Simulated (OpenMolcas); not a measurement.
# Cu⁴⁺ among point charges: CASSCF and CASPT2 levels and susceptibility

Aim: the splitting of the states of Cu⁴⁺ in the field of 6 point charges, its lowest levels with spin-orbit coupling and its magnetic susceptibility.

The numbers are computed with OpenMolcas 26.06 (state-averaged CASSCF and CASPT2, spin-orbit coupling by RASSI with atomic mean-field integrals), except any that are marked as measured or tabulated.

## Step 1: The atom as given

| Property | Result |
| --- | --- |
| Species | Cu⁴⁺ (copper, Z = 29, 25 electrons) |
| Basis | ANO-RCC-VDZP [5s4p2d1f], 34 functions |
| Scalar Hamiltonian | DKH2, point nucleus |
| Inactive shells | 1s 2s 2p 3s 3p |
| Active space | 7 electrons in 5 orbitals (3d) |
| Some configurations of this space | 3d⁷ |
| Orbitals | optimised for each spin and parity, averaged over all roots |

The outer shells:

3d7
```
3d [↑↓][↑↓][↑ ][↑ ][↑ ]
```

The ion sits among 6 point charges of -2.2 e arranged as a tetragonal octahedron (D4h), 2.07 Å from the ion, with the axial distance 2.236 Å.

The work runs as a chain of OpenMolcas steps in one folder; each step below is one input file. Labels, J, g values, rates, χT and fits are worked out afterwards by a script from the matrices that RASSI stores. The input lists half of the charges; inversion (Group=XYZ) makes the rest.

## Step 2: GATEWAY and SEWARD: basis and integrals

Input file a.inp:

```
&GATEWAY
Coord
1

Cu 0.0 0.0 0.0
Basis=ANO-RCC-VDZP
Group=XYZ
NoMove
AngMom=0.0 0.0 0.0
AMFI
XField
3 Angstrom 0
2.070000 0.000000 0.000000 -2.200000
0.000000 2.070000 0.000000 -2.200000
0.000000 0.000000 2.235600 -2.200000
&SEWARD
```

Command:

```
> OMP_NUM_THREADS=1 MOLCAS_MEM=1689 MOLCAS_PROJECT=a pymolcas a.inp > a.log
```

Output:

```text
Basis set label: CU.ANO-RCC...5S4P2D1F.

      Electronic valence basis set:
      ------------------
      Associated Effective Charge  29.000000 au
      Associated Actual Charge     29.000000 au
      Nuclear Model: Point charge

      Shell  nPrim  nBasis  Cartesian Spherical Contaminant
         s      21       5        X
         p      15       4        X
         d      10       2                 X
         f       6       1                 X
                  Relativistic Douglas-Kroll-Hess integrals:
                    - DKH order of Hamiltonian: 2
                    - DKH order of Properties : 0
                  Atomic mean-field integrals
```

## Step 3: Reference wave functions, quartets of even parity, 10 roots

Input file a.inp:

```
&RASSCF
FileOrb=start.orb
Symmetry=1
Spin=4
nActEl=7 0 0
Inactive=3 6
Ras2=5 0
CIRoot=10 10 1
SDav=10
CIMx=300
Iter=120 100
PrWF=0.3
OrbListing=Nothing
MaxOrb=0
>>> COPY $Project.JobIph JOB001
```

start.orb holds the contracted functions of the basis, ordered by shell, or the orbitals of the step before.

Output, shortened:

```text
[...]
      Number of active orbitals                  5
[...]
      Spin quantum number                      1.5
[...]
      Active orbitals                            5   0
[...]
      Number of CSFs                            10
      Number of root(s) required                10
[...]
      Convergence after  8 iterations
[...]
      Natural orbitals and occupation numbers for root  1
      sym 1:   1.152184   1.847816   1.000000   1.847816   1.152184
      Natural orbitals and occupation numbers for root  2
      sym 1:   1.000000   1.816873   1.816873   1.183127   1.183127
      Natural orbitals and occupation numbers for root  3
      sym 1:   1.000000   1.183127   1.816873   1.816873   1.183127
::    RASSCF root number  1 Total energy:  -1662.04632502
::    RASSCF root number  2 Total energy:  -1662.04450089
::    RASSCF root number  3 Total energy:  -1662.04450089
[...]
::    RASSCF root number  7 Total energy:  -1662.03101305
::    RASSCF root number  8 Total energy:  -1661.93441579
::    RASSCF root number  9 Total energy:  -1661.93441579
::    RASSCF root number 10 Total energy:  -1661.92577382
```

## Step 4: CASSCF: doublets of even parity, 40 roots

Input file a.inp:

```
&RASSCF
FileOrb=start.orb
Symmetry=1
Spin=2
nActEl=7 0 0
Inactive=3 6
Ras2=5 0
CIRoot=40 40 1
SDav=40
CIMx=300
Iter=120 100
PrWF=0.3
OrbListing=Nothing
MaxOrb=0
>>> COPY $Project.JobIph JOB002
```

Output, shortened:

```text
[...]
      Number of active orbitals                  5
[...]
      Spin quantum number                      0.5
[...]
      Active orbitals                            5   0
[...]
      Number of CSFs                            40
      Number of root(s) required                40
[...]
      Convergence after  7 iterations
[...]
      Natural orbitals and occupation numbers for root  1
      sym 1:   0.812438   1.634392   1.634392   1.313330   1.605448
      Natural orbitals and occupation numbers for root  2
      sym 1:   1.176232   1.422096   1.577826   1.577826   1.246020
      Natural orbitals and occupation numbers for root  3
      sym 1:   1.444405   1.390258   1.525795   1.120721   1.518821
::    RASSCF root number  1 Total energy:  -1661.93408811
::    RASSCF root number  2 Total energy:  -1661.93260688
::    RASSCF root number  3 Total energy:  -1661.93211846
[...]
::    RASSCF root number 27 Total energy:  -1661.88025003
::    RASSCF root number 28 Total energy:  -1661.87872657
::    RASSCF root number 29 Total energy:  -1661.78853164
::    RASSCF root number 30 Total energy:  -1661.78853164
```

## Step 5: State interaction with spin-orbit coupling

Input file a.inp:

```
&RASSI
NrOfJobIphs=2 10 40
1 2 3 4 5 6 7 8 9 10
1 2 3 4 5 6 7 8 9 10 11 12 13 14 15 16 17 18 19 20 21 22 23 24 25 26 27
28 29 30 31 32 33 34 35 36 37 38 39 40
IphNames
JOB001
JOB002
EJob
SpinOrbit
DIPRint=1.0
SOCoupling=1000.0
Subsets=2
Property=9
'ANGMOM' 1 'ANGMOM' 2 'ANGMOM' 3 'MLTPL  1' 1 'MLTPL  1' 2 'MLTPL  1' 3
'AMFI' 1 'AMFI' 2 'AMFI' 3
SOProperty=3
'ANGMOM' 1 'ANGMOM' 2 'ANGMOM' 3
```

Output, shortened:

```text
SPIN-FREE ENERGIES:
  (Shifted by EMIN (a.u.) =      -1662.0463250174)
 SF State       Relative EMIN(au)   Rel lowest level(eV)    D:o, cm**(-1)      L_eff
     1             0.0000000000        0.0000000000              0.0000         3.0
     2             0.0018241286        0.0496370686            400.3500         3.0
     3             0.0018241286        0.0496370686            400.3500         3.0
     4             0.0068956196        0.1876393673           1513.4136         3.0
     5             0.0084137277        0.2289491949           1846.5998         3.0
     6             0.0084137277        0.2289491949           1846.5998         3.0
     7             0.0153119670        0.4166598483           3360.5883         3.0
     8             0.1119092286        3.0452052426          24561.2367         1.0
     9             0.1119092286        3.0452052426          24561.2367         1.0
    11             0.1122369105        3.0541219230          24633.1546         4.0
[...]
Eigenvalues of complex Hamiltonian:
   -----------------------------------
  (Shifted by EMIN (a.u.) =      -1662.0463250174)
 SO State       Relative EMIN(au)   Rel lowest level(eV)    D:o, cm**(-1)     J-value
     1            -0.0062726311        0.0000000000              0.0000         4.3
     2            -0.0062726311        0.0000000000              0.0000         4.3
     3            -0.0050091129        0.0343820806            277.3102         4.1
     4            -0.0050091129        0.0343820806            277.3102         4.1
     5            -0.0026222272        0.0993325483            801.1710         2.1
     6            -0.0026222272        0.0993325483            801.1710         2.1
     7            -0.0017433084        0.1232491493            994.0714         3.6
     8            -0.0017433084        0.1232491493            994.0714         3.6
     9            -0.0001688313        0.1660928518           1339.6292         3.0
    10            -0.0001688313        0.1660928518           1339.6292         3.0
    11             0.0032467579        0.2590357699           2089.2644         2.8
[...]
```

Time for these steps: 6.4 s (1 thread of Intel Xeon 6975P-C (Granite Rapids), shared host).

States without spin-orbit coupling:

```
  state  degeneracy  E (cm-1)  free-ion L (%)
    4A2           1         0         F (100)
     4E           2       400         F (100)
    4B2           1      1513         F (100)
     4E           2      1847         F (100)
    4B1           1      3361         F (100)
     4E           2     24561         P (100)
    2A1           1     24633          G (93)
    2A2           1     24958          G (96)
     2E           2     25065          G (99)
doublet           2     25250          G (98)
     2E           2     25542          G (98)
    2A1           1     25727         G (100)
    4A2           1     26458         P (100)
     2E           2     32035          H (75)
    2A2           1     32451          H (58)
    2A1           1     32919          H (94)
    2A2           1     32951          H (54)
     2E           2     33090          H (93)
     2E           2     33473          P (55)
    2B1           1     33585          H (97)
    2B2           1     33946          H (95)
     2E           2     34467          H (79)
    2A2           1     34839          H (84)
    2A1           1     35815          D (97)
```

With spin-orbit coupling:

```tsv
E (cm-1)	Degeneracy	Label	2S+1	g
0.0	2	E1/2	4	1.80 6.39 6.39
277.3	2	E3/2	4	2.99 2.99 3.66
801.2	2	E1/2	4	2.15 2.15 9.12
994.1	2	E3/2	4	1.97 1.97 5.27
1340	2	E1/2	4	1.89 1.89 4.94
2089	2	E3/2	4	0.84 1.84 1.84
2719	2	E1/2	4	1.79 3.27 3.27
2967	2	E1/2	4	1.29 1.29 6.19
3047	2	E3/2	4	1.64 3.88 3.88
3621	2	E3/2	4	0.02 0.02 1.56
3671	2	E1/2	4	2.70 2.74 2.74
4205	2	E3/2	4	1.50 2.88 2.88
5485	2	E1/2	4	0.31 0.31 2.69
5595	2	E3/2	4	0.53 1.84 1.84
25271	2	E1/2	2	2.16 3.37 3.37
25315	2	E3/2	4	0.04 0.04 7.88
25470	2	E3/2	4	0.31 0.31 3.78
25592	2	E1/2	2	2.99 2.99 4.60
25599	2	E3/2	2	3.29 3.29 3.75
25686	2	E1/2	4	0.12 1.05 1.05
26030	2	E1/2	4	1.70 1.70 3.63
26090	2	E3/2	2	1.77 3.71 3.71
26345	2	E1/2	2	1.24 5.03 5.03
27086	2	E1/2	2	0.41 0.41 5.60
```

The table of states holds 24 of 36 computed; the rest, higher up, is left out. Principal g values are given for doublets only; a zero marks a field direction without first-order Zeeman splitting.

Powder χT (cm³ K/mol): 2.68 at 2 K, 2.72 at 5 K, 2.78 at 10 K, 2.90 at 20 K, 3.27 at 50 K, 3.83 at 100 K, 4.21 at 150 K, 4.45 at 200 K, 4.61 at 250 K, 4.72 at 300 K.

Orbitals of the lowest block (energies include the constant potential of the surroundings):

```
shell     space  energy (hartree)  mean occupation  ⟨r²⟩ (bohr²)
   1s  inactive         -331.7354            2.000       0.00362
   2s  inactive          -41.0116            2.000        0.0646
   2p  inactive          -35.1497            6.000        0.0521
   3s  inactive           -4.4503            2.000         0.576
   3p  inactive           -2.6178            6.000         0.625
   3d      RAS2                              7.000         0.839
```

## Step 6: CASPT2: IPEA 0.25, imaginary shift 0.1 (closed shells correlated: 3s 3p)

Input file a.inp:

```
>>> COPY JOB001 $Project.JobIph
&CASPT2
Multistate=10 1 2 3 4 5 6 7 8 9 10
NoMult
Frozen=2 3
IPEA=0.25
Imaginary=0.1
MaxIter=60
WThr=0.0 0.3 0.05
PrWF=0.5
NoMix
>>> COPY JOB002 $Project.JobIph
&CASPT2
Multistate=40 1 2 3 4 5 6 7 8 9 10 11 12 13 14 15 16 17 18 19 20 21 22
23 24 25 26 27 28 29 30 31 32 33 34 35 36 37 38 39 40
NoMult
Frozen=2 3
IPEA=0.25
Imaginary=0.1
MaxIter=60
WThr=0.0 0.3 0.05
PrWF=0.5
NoMix
```

Output, shortened:

```text
[...]
      Active orbitals                            5   0
[...]
      E2 (Variational):          -0.3319494917
      Total energy:           -1662.3782745092
[...]
::    CASPT2 Root  1     Total energy:  -1662.37827451
::    CASPT2 Root  2     Total energy:  -1662.37679100
[...]
::    CASPT2 Root 27     Total energy:  -1662.22886243
::    CASPT2 Root 28     Total energy:  -1662.22749021
::    CASPT2 Root 29     Total energy:  -1662.14230996
::    CASPT2 Root 30     Total energy:  -1662.14230996
```

This run took 1.7 s in all on 1 thread of Intel Xeon 6975P-C (Granite Rapids), shared host.

SS-CASPT2: lowest energy less the reference's lowest, -0.3319 hartree; reference weights 0.958 to 0.964.

States without spin-orbit coupling:

```
  state  degeneracy  E (cm-1)  free-ion L (%)
    4A2           1         0         F (100)
     4E           2       326         F (100)
     4E           2      2092         F (100)
    4B2           1      2141         F (100)
    4B1           1      4260         F (100)
     4E           2     21923         P (100)
    2A1           1     23032          G (93)
    2A2           1     23167          G (96)
     2E           2     23340          G (99)
doublet           2     23554          G (98)
     2E           2     23849          G (98)
    2A1           1     23982         G (100)
    4A2           1     24136         P (100)
    2A2           1     29310          H (58)
    2A2           1     29753          H (54)
     2E           2     29972          P (55)
     2E           2     30244          H (75)
     2E           2     31627          H (93)
    2A1           1     31647          H (94)
    2A1           1     31863          D (97)
    2B1           1     32340          H (97)
    2B1           1     32509          D (98)
    2B2           1     32701          H (95)
     2E           2     32792          D (88)
```

With spin-orbit coupling:

```
E (cm-1)  Degeneracy  Label  2S+1               g
       0           2   E1/2     4  1.96 6.32 6.32
     320           2   E3/2     4  2.44 2.44 3.95
     850           2   E1/2     4  2.12 2.12 8.62
    1110           2   E3/2     4  1.58 1.58 5.79
    1550           2   E1/2     4  1.70 1.70 3.88
    2140           2   E3/2     4  1.43 1.43 1.46
    3030           2   E1/2     4  0.39 3.98 3.98
    3400           2   E3/2     4  1.47 3.52 3.52
    3430           2   E1/2     4  0.38 0.38 7.86
    3820           2   E1/2     4  2.57 2.63 2.63
    4030           2   E3/2     4  0.60 0.60 1.67
    4480           2   E3/2     4  1.74 2.72 2.72
    6270           2   E1/2     4  0.16 0.16 3.01
    6300           2   E3/2     4  0.73 2.09 2.09
   22700           2   E3/2     4  0.10 0.10 7.98
   22860           2   E3/2     4  0.10 0.10 4.01
   23050           2   E1/2     4  0.29 1.36 1.36
   23420           2   E1/2     4  1.91 1.91 3.52
   23640           2   E1/2     2  2.95 2.95 3.66
   23880           2   E1/2     2  2.56 2.56 6.17
   23920           2   E3/2     2  3.43 3.43 3.99
   24420           2   E3/2     2  1.91 3.58 3.58
   24650           2   E1/2     2  1.17 5.06 5.06
   25100           2   E3/2     4  0.01 0.01 5.79
```

Powder χT (cm³ K/mol): 2.64 at 2 K, 2.67 at 5 K, 2.72 at 10 K, 2.83 at 20 K, 3.15 at 50 K, 3.64 at 100 K, 4.02 at 150 K, 4.28 at 200 K, 4.45 at 250 K, 4.57 at 300 K.

## Step 7: The methods side by side

A. CASSCF
B. SS-CASPT2, IPEA 0.25, imaginary shift 0.1 (closed shells correlated: 3s 3p)

```
method  ground state  first state of that spin (cm-1)  first gap with spin-orbit (cm-1)  χT at 300 K
     A           4A2                         4E 400.3                             277.3         4.72
     B           4A2                         4E 325.6                             322.2         4.57
```

## Step 8: Results

| quantity | value |
| --- | --- |
| method | SS-CASPT2, IPEA 0.25, imaginary shift 0.1 (closed shells correlated: 3s 3p) |
| spin-free ground state | 4A2, 1-fold in its orbital part |
| first state of the same spin within the active space | 4E at 326 cm⁻¹ |
| lowest level | 2-fold E1/2, g = 1.96, 6.32, 6.32 |
| next level | 322.2 cm⁻¹ |
| χT at 300 K | 4.57 cm³ K/mol |
| effective moment at 300 K | 6.05 μB |

Cost by method:

```
                                              method  time of its own steps  time with the reference
                                           A. CASSCF                  6.4 s                    6.4 s
B. SS-CASPT2, IPEA 0.25, imaginary shift 0.1, +3s 3p                  1.7 s                      8 s
```

Times are of one thread on a shared host.

**Reading.** The spin-free ground state (4A2) comes to 100 % from free-ion F terms and keeps the highest spin of the shell. χT at 300 K is 4.57, against 1.88 cm³ K/mol for the spin alone, so orbital moment adds to it. An active space of the d shell alone favours high spin; real ions in strong fields can be low spin. CASPT2 does not keep the components of a term degenerate, and the means are used. The field of point charges can differ much from that of real complexes. With metal d orbitals alone active, the gaps between spin states are rough; where two lie within a few thousand cm-1, their order is open. Point charges carry no covalency, so the field is a model and not that of real ligands.
